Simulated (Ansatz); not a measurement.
**CH₆AlBS₂: up Jacob's ladder to CCSD(T)**

One table from this session's results is given with a row withheld; the runs are named, their logs left out.

Method: functionals in def2-TZVPP, the program's frozen cores in correlated methods; program: Ansatz 0.2.0, Gaussian basis.

The runs, in order: LDA (SPW92), PBE-D4, revPBE-D4, BLYP-D4, r2SCAN-D4, B97M-V, PBE0-D4, B3LYP-D4, r2SCANh-D4, r2SCAN0-D4, HSE06-D4, BHLYP-D4, CAM-B3LYP-D4, LC-ωPBE, ωB97X-V, ωB97M-V, B2PLYP, PBE-QIDH; CCSD(T)/def2-SVP; CCSD(T)/def2-TZVPP; MP2/def2-QZVPP; extrapolation to the limit; RPA on PBE.

## Structure used throughout

The geometry comes from an earlier relaxation with PBE0-D4 in a triple-zeta def2 set; it is a stationary point, not always the lowest conformer.

11 atoms, charge 0, spin multiplicity 1.

Atoms are counted from 1 here; the program's logs count them from 0.

Bond lengths: C1–B2 1.567 Å, C1–H6 1.096 Å, C1–H7 1.093 Å, C1–H8 1.094 Å, B2–Al3 2.046 Å, B2–S5 1.888 Å, Al3–S4 2.345 Å, Al3–H9 1.587 Å, S4–S5 2.081 Å, H10–H11 0.782 Å. Angles: B2–C1–H6 108.8°, B2–C1–H7 112.7°, B2–C1–H8 112.3°, H6–C1–H7 106.7°, H6–C1–H8 107.4°, H7–C1–H8 108.7°, C1–B2–Al3 139.9°, C1–B2–S5 121.9°, Al3–B2–S5 97.4°, B2–Al3–S4 57.3°, B2–Al3–H9 162.2°, S4–Al3–H9 125.3°, Al3–S4–S5 83.6° and more.

Set-up of the first run:

File in.yaml:

```yaml
crystal:
  periodic: [false, false, false]
  atoms:
    - {symbol: C, position_ang: [-1.954830, 0.350843, 0.041799]}
    - {symbol: B, position_ang: [-0.422679, 0.096285, -0.165627]}
    - {symbol: Al, position_ang: [1.336820, 0.204784, 0.872437]}
    - {symbol: S, position_ang: [0.416174, -1.827132, 0.150113]}
    - {symbol: S, position_ang: [0.239528, -0.832751, -1.669699]}
    - {symbol: H, position_ang: [-2.229448, 1.283688, -0.463764]}
    - {symbol: H, position_ang: [-2.224302, 0.471799, 1.093623]}
    - {symbol: H, position_ang: [-2.568886, -0.445870, -0.387157]}
    - {symbol: H, position_ang: [2.390372, 0.368851, 2.047670]}
    - {symbol: H, position_ang: [2.828600, 0.233449, -0.502143]}
    - {symbol: H, position_ang: [2.254050, 0.039155, -0.996553]}
basis:
  gaussian: {orbitals: def2-TZVPP}
hamiltonian: {xc: lda}
output: {orbitals: {seedname: orbitals}}
```

Command:

```bash
> ansatz run in.yaml --threads 4 --pin off --events-out ev --progress --plain --max-ram 10444MiB
```

Steps of the session up to this table: LDA; PBE-D4 (GGA); revPBE-D4 (GGA); BLYP-D4 (GGA); r2SCAN-D4 (meta-GGA); B97M-V (meta-GGA); PBE0-D4 (hybrid); B3LYP-D4 (hybrid); r2SCANh-D4 (hybrid); r2SCAN0-D4 (hybrid); HSE06-D4 (hybrid); BHLYP-D4 (hybrid); CAM-B3LYP-D4 (range-separated); LC-ωPBE (range-separated); ωB97X-V (range-separated); ωB97M-V (range-separated); B2PLYP (double hybrid); PBE-QIDH (double hybrid).

One table of the session follows, with a row left open; its other results are not shown here.

It belongs to the step «Frontier levels by functional». 

```
  functional  HOMO (eV)  gap (eV)
 LDA (SPW92)      -5.29      2.75
      PBE-D4      -5.16      2.84
   revPBE-D4      -5.11      2.87
     BLYP-D4      -5.01      2.84
   r2SCAN-D4      -5.33      3.20
      B97M-V      -5.41      3.33
     PBE0-D4          ?         ?
    B3LYP-D4      -5.99      4.43
  r2SCANh-D4      -5.71      3.94
  r2SCAN0-D4      -6.29      5.05
    HSE06-D4      -5.80      4.06
    BHLYP-D4      -7.10      6.76
CAM-B3LYP-D4      -7.39      7.15
     LC-ωPBE      -8.65      9.55
     ωB97X-V      -8.34      9.11
     ωB97M-V      -8.18      8.73
```

Estimate the missing values for PBE0-D4.

**Answer.** HOMO (eV): -6.18; gap (eV): 4.83. In the column «HOMO (eV)» it lies between r2SCAN0-D4 (-6.29) and B3LYP-D4 (-5.99).
